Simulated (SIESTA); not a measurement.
TiB4Mo:

```
CELL_PARAMETERS angstrom
3.05314 0.00000 0.00000
-1.52657 2.64410 0.00000
0.00000 0.00000 6.45059
ATOMIC_POSITIONS crystal
Mo 0.00000 0.00000 0.00000
Ti 0.00000 0.00000 0.50000
B 0.66667 0.33333 0.25620
B 0.66667 0.33333 0.74380
B 0.33333 0.66667 0.25620
B 0.33333 0.66667 0.74380
```

The cell comes from a database or a generator and needn't be the stable form of this composition.

- Program: SIESTA 5.4.2
- Task: single point
- Functional: PBEsol
- Potentials or basis: PseudoDojo 0.4 standard (PBEsol files)
- Basis: DZP (energy shift 0.003 Ry; two zetas on semicore shells)
- Grid cutoff: 800 Ry
- Energy shift: 0.003 Ry
- k mesh: 10 × 10 × 4
- Occupations: fermi-dirac, width 0.05 eV
- Spin: no spin polarisation

On this cell: pressure -3.9 GPa; largest force 0.066 eV/Å; band gap on the k mesh none (metal or under the smearing width).

The same run follows on a disturbed copy (atoms moved at random, drawn with an rms of 0.05 Å):

```
Mo Ti B
1.0
     3.05314    0.00000    0.00000
    -1.52657    2.64410    0.00000
     0.00000    0.00000    6.45059
Mo Ti B
1 1 4
Direct
  0.00103 0.99879 0.00215
  0.99384 0.98077 0.50042
  0.67005 0.33261 0.25578
  0.65855 0.33004 0.74617
  0.31789 0.66304 0.25372
  0.34401 0.66807 0.74325
```

Task: What changes?

Result: The energy (extrapolated to zero smearing) moves by +9.5 meV/atom; pressure -3.4 GPa; largest force 0.960 eV/Å; band gap on the k mesh none (metal or under the smearing width).

Forces on the atoms (eV/Å):
```
Mo  -0.115  0.091 -0.181
Ti  -0.172  0.494 -0.044
B   -0.675 -0.321 -0.003
B    0.728 -0.020 -0.055
B    0.948  0.041  0.141
B   -0.714 -0.286  0.145
```

Stress tensor (GPa, compression positive):
```
-1.03  0.11 -0.07
 0.11 -1.19 -0.05
-0.07 -0.05 -7.94
```

Caveats: the basis of atomic orbitals isn't converged, which shifts pressures, moduli and gaps.
